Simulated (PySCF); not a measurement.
# As2 (As2): the cost of one run

Programs: PySCF 2.14.0, with routines of our own; each step states its level. All values are computed. Atoms count from 0.

### Step 1. The system as given

2 atoms, charge 0, multiplicity 1; geometry from: GFN2-xTB.

### Step 2. Relaxing the molecule at PBE/def2-TZVP

The job: settings as JSON, then the geometry in Å.

```
{"job": {"xc": "PBE", "basis": "def2-TZVP", "grid": 1, "kind": "geom"}, "charge": 0, "multiplicity": 1}
As     1.048431    -0.003564    -0.002034
As    -1.045674     0.004832    -0.012114
```

Started as:

```
> OMP_NUM_THREADS=1 python excited_run.py task.json out
```

The driver reads the jobs from task.json and runs them one after another.

Q: Estimate the wall time and peak memory of this first job on 1 thread of Intel Xeon Platinum 8259CL at 2.50GHz, shared host.

About 25 s, with a peak of 0.54 GiB.
